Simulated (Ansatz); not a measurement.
# Ti2Ge6Mo: the cost of one run

Program: Ansatz 0.2.0. Level of theory: DFT PBE, scalar-relativistic, plane waves, PAW. These are calculated values, not measurements.

2 further runs of the same task are left out: 1 that didn't finish, 1 set aside as unsound or not needed.

## (1) The system as given

It takes space group Fmmm (No. 69, orthorhombic). Conventional cell: a = 4.988 Å, b = 8.696 Å, c = 14.963 Å, α = 90.00°, β = 90.00°, γ = 90.00°. Ti (site symmetry mm2) is surrounded by 10 Ge at 2.86 to 2.94 Å. Ge (site symmetry m) is surrounded by 5 Ge at 2.81 to 2.93 Å and 4 Ti at 2.86 to 2.94 Å and 1 Mo at 2.86 Å. Around Ge (site symmetry m2m) lie 5 Ge at 2.81 to 2.93 Å and 3 Mo at 2.86 to 2.94 Å and 2 Ti at 2.86 Å. Around Mo (site symmetry mmm) lie 10 Ge at 2.86 to 2.94 Å.

Coordinates:

```
Ti Ge Mo
1.0
     0.00000    4.34777    7.48125
     2.49375    0.00000    7.48125
     2.49375    4.34777    0.00000
Ti Ge Mo
2 6 1
Cartesian
  2.4938 4.3478 9.9750
  2.4938 4.3478 4.9875
  2.4938 2.9419 2.4938
  2.4938 2.9419 7.4813
  2.4938 2.9419 12.4688
  2.4938 5.7536 2.4938
  2.4938 5.7536 7.4813
  2.4938 5.7536 12.4688
  0.0000 0.0000 0.0000
```

The start is an ordering of an alloy on its end members' structure types: elements ordered on the sites of the Ge2Mo type, Ti/Mo on Mo (Fmmm, No. 69).

## (2) The guess as it stands, on a coarse mesh

input.yaml

```yaml
crystal:
  lattice:
    - [0.0, 4.34777065, 7.48125252]
    - [2.49375084, 0.0, 7.48125252]
    - [2.49375084, 4.34777065, 0.0]
  atoms:
    - { symbol: Ti, position: [0.66666667, 0.66666667, 0.33333333] }
    - { symbol: Ti, position: [0.33333333, 0.33333333, 0.66666667] }
    - { symbol: Ge, position: [0.00499241, 0.32834093, 0.67165907] }
    - { symbol: Ge, position: [0.33832574, 0.66167426, 0.33832574] }
    - { symbol: Ge, position: [0.67165907, 0.99500759, 0.00499241] }
    - { symbol: Ge, position: [0.32834093, 0.00499241, 0.99500759] }
    - { symbol: Ge, position: [0.66167426, 0.33832574, 0.66167426] }
    - { symbol: Ge, position: [0.99500759, 0.67165907, 0.32834093] }
    - { symbol: Mo, position: [0.0, 0.0, 0.0] }
basis:
  ecutwfc: 420
kpoints:
  mp_grid: { grid: [4, 4, 4] }
hamiltonian:
  xc: pbe
scf:
  occupations: { method: gaussian, width: 0.1 }
  lower_state_search: "off"
output:
  forces: true
  stress: true
  eigenvalues: true
```

On the command line:

```console
> ansatz run input.yaml --threads 1 --pin off --max-ram 2560MiB --backend cpu --events-out ev --progress --plain --runs-dir out
```

What time and memory should one allow on 1 thread of Intel Xeon at 2.70GHz, shared host?

About 14 s, with a peak of 0.59 GiB.
